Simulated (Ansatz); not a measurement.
# SnH2F radical: a ladder of functionals and wavefunction methods

The task here is to estimate one member of a computed series from the others.

Method: functionals in def2-TZVPP, the program's frozen cores in correlated methods; program: Ansatz 0.2.0, Gaussian basis.

Levels to be run: LDA (SPW92), PBE-D4, revPBE-D4, BLYP-D4, r2SCAN-D4, B97M-V, PBE0-D4, B3LYP-D4, r2SCANh-D4, r2SCAN0-D4, HSE06-D4, BHLYP-D4, CAM-B3LYP-D4, LC-ωPBE, ωB97X-V, ωB97M-V, B2PLYP, PBE-QIDH; CCSD(T)/def2-SVP; CCSD(T)/def2-TZVPP; MP2/def2-QZVPP; extrapolation to the limit; RPA on PBE.

## The geometry

An earlier PBE0-D4 in a triple-zeta def2 set relaxation fixed the geometry. Sn takes the def2 core potential; no spin-orbit term is included.

4 atoms, charge 0, spin multiplicity 2.

Atoms are counted from 1 here; the program's logs count them from 0.

Bond lengths: F1–Sn2 1.932 Å, Sn2–H3 1.726 Å, Sn2–H4 1.726 Å. Angles: F1–Sn2–H3 103.3°, F1–Sn2–H4 103.3°, H3–Sn2–H4 113.3°.

Set-up of the first run:

The input, in.yaml:

```yaml
crystal:
  periodic: [false, false, false]
  atoms:
    - {symbol: F, position_ang: [-1.552624, -0.190005, 0.640650]}
    - {symbol: Sn, position_ang: [0.028308, -0.242228, -0.468306]}
    - {symbol: H, position_ang: [1.184134, -1.054386, 0.524096]}
    - {symbol: H, position_ang: [0.395682, 1.426219, -0.716739]}
basis:
  gaussian: {orbitals: def2-TZVPP}
magnetization: {spin_polarized: true, initial_magnetization: 1}
hamiltonian: {xc: lda}
output: {orbitals: {seedname: orbitals}}
```

Among the steps run: LDA; PBE-D4 (GGA); revPBE-D4 (GGA); BLYP-D4 (GGA); r2SCAN-D4 (meta-GGA); B97M-V (meta-GGA); PBE0-D4 (hybrid); B3LYP-D4 (hybrid); r2SCANh-D4 (hybrid); r2SCAN0-D4 (hybrid); HSE06-D4 (hybrid); BHLYP-D4 (hybrid); CAM-B3LYP-D4 (range-separated); LC-ωPBE-D4 (range-separated; the results give it without D4); ωB97X-V (range-separated); ωB97M-V (range-separated); B2PLYP (double hybrid); PBE-QIDH (double hybrid).

One of the session's tables, all rows but one given; the rest of the session is left out.

It belongs to the step «Frontier levels by functional». 

| functional | HOMO (eV) | LUMO (eV) | gap (eV) |
| --- | --- | --- | --- |
| LDA (SPW92) | -5.65 | -4.80 | 0.84 |
| PBE-D4 | -5.59 | -4.47 | 1.12 |
| revPBE-D4 | -5.57 | -4.35 | 1.22 |
| BLYP-D4 | -5.45 | -4.54 | 0.91 |
| r2SCAN-D4 | -5.99 | -4.13 | 1.86 |
| B97M-V | -5.78 | -4.72 | 1.06 |
| PBE0-D4 | -6.72 | -3.60 | 3.12 |
| B3LYP-D4 | ? | ? | ? |
| r2SCANh-D4 | -6.40 | -3.83 | 2.58 |
| r2SCAN0-D4 | -7.02 | -3.37 | 3.64 |
| HSE06-D4 | -6.33 | -3.97 | 2.35 |
| BHLYP-D4 | -7.69 | -2.88 | 4.81 |
| CAM-B3LYP-D4 | -7.96 | -2.75 | 5.21 |
| LC-ωPBE | -9.29 | -1.30 | 7.99 |
| ωB97X-V | -8.83 | -1.71 | 7.12 |
| ωB97M-V | -8.76 | -1.86 | 6.89 |

Q: Estimate the row for B3LYP-D4 from the others.

Worked estimate for «HOMO (eV)». Against the share of exact exchange, BLYP-D4 (0, -5.45), BHLYP-D4 (0.5, -7.69) give a slope of -4.48 per unit share; at 0.2 the line stands at -6.35.

**Answer.** HOMO (eV): -6.49; LUMO (eV): -4.03; gap (eV): 2.46. In «HOMO (eV)» the line misses by +0.14.
